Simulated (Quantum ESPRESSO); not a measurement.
Wanted: the native input for a Quantum ESPRESSO 7.5 run.

```
Task                : real-space fields
Functional          : rev-vdW-DF2
Potentials or basis : SSSP 1.3 efficiency PBE
Cutoff              : 748 eV
Density cutoff      : 5987 eV
k mesh              : 4 × 4 × 6
Occupations         : fermi-dirac, width 0.2 eV
Spin                : no spin polarisation
Mixing beta         : 0.5
Most SCF iterations : 120
SCF threshold       : 1.2e-09 Ry
```

The system is Sr2Re.

```
CELL_PARAMETERS angstrom
6.34583 0.00000 0.00000
0.00000 6.34583 0.00000
0.00000 0.00000 4.24836
ATOMIC_POSITIONS crystal
Sr 0.69440 0.30560 0.00000
Sr 0.19440 0.19440 0.50000
Sr 0.80560 0.80560 0.50000
Sr 0.30560 0.69440 0.00000
Re 0.00000 0.00000 0.00000
Re 0.50000 0.50000 0.50000
```

The cell was built by a generator and needn't be a form met in nature.

The input as run:

pw.in

```
&CONTROL
  calculation = 'scf'
  prefix = 'pwscf'
  outdir = './tmp'
  pseudo_dir = './pseudo'
  tprnfor = .true.
  tstress = .true.
  disk_io = 'low'
/
&SYSTEM
  ibrav = 0
  nat = 6
  ntyp = 2
  ecutwfc = 55
  ecutrho = 440
  nbnd = 46
  input_dft = 'vdw-df2-b86r'
  occupations = 'smearing'
  smearing = 'fd'
  degauss = 0.01469973
/
&ELECTRONS
  conv_thr = 1.2d-09
  electron_maxstep = 120
  mixing_beta = 0.5
/
ATOMIC_SPECIES
Sr    87.6200 Sr_pbe_v1.uspp.F.UPF
Re   186.2070 Re_pbe_v1.2.uspp.F.UPF
CELL_PARAMETERS angstrom
   6.3458293300    0.0000000000    0.0000000000
   0.0000000000    6.3458293300    0.0000000000
   0.0000000000    0.0000000000    4.2483625600
ATOMIC_POSITIONS crystal
Sr     0.6944026800    0.3055973200    0.0000000000
Sr     0.1944026800    0.1944026800    0.5000000000
Sr     0.8055973200    0.8055973200    0.5000000000
Sr     0.3055973200    0.6944026800    0.0000000000
Re     0.0000000000    0.0000000000    0.0000000000
Re     0.5000000000    0.5000000000    0.5000000000
K_POINTS automatic
4 4 6 0 0 0
```

pp_density.in

```
&INPUTPP
  prefix = 'pwscf'
  outdir = './tmp'
  filplot = 'density.dat'
  plot_num = 0
/
&PLOT
  nfile = 1
  filepp(1) = 'density.dat'
  iflag = 3
  output_format = 6
  fileout = 'density.cube'
/
```

pp_potential.in

```
&INPUTPP
  prefix = 'pwscf'
  outdir = './tmp'
  filplot = 'potential.dat'
  plot_num = 11
/
&PLOT
  nfile = 1
  filepp(1) = 'potential.dat'
  iflag = 3
  output_format = 6
  fileout = 'potential.cube'
/
```

pp_potential_ks.in

```
&INPUTPP
  prefix = 'pwscf'
  outdir = './tmp'
  filplot = 'potential_ks.dat'
  plot_num = 1
/
&PLOT
  nfile = 1
  filepp(1) = 'potential_ks.dat'
  iflag = 3
  output_format = 6
  fileout = 'potential_ks.cube'
/
```

Potentials or basis: SSSP 1.3 efficiency PBE.

Run with:

```bash
$ OMP_NUM_THREADS=1 pw.x -in pw.in > pw.out
$ OMP_NUM_THREADS=1 pp.x -in pp_density.in > pp_density.out
$ OMP_NUM_THREADS=1 pp.x -in pp_potential.in > pp_potential.out
$ OMP_NUM_THREADS=1 pp.x -in pp_potential_ks.in > pp_potential_ks.out
```

Results of the run:

```yaml
Pressure: 12.4 GPa
Largest_force: 0.602 eV/Å
Band_gap_on_the_k_mesh: none (metal or under the smearing width)
```

Caveat: the potentials were made for another functional, which shifts forces and pressure.

Run time: 7.1 min on 1 thread of AMD EPYC 9R45 96-Core Processor (Zen 5) (shared host), peak memory 1.8 GiB.
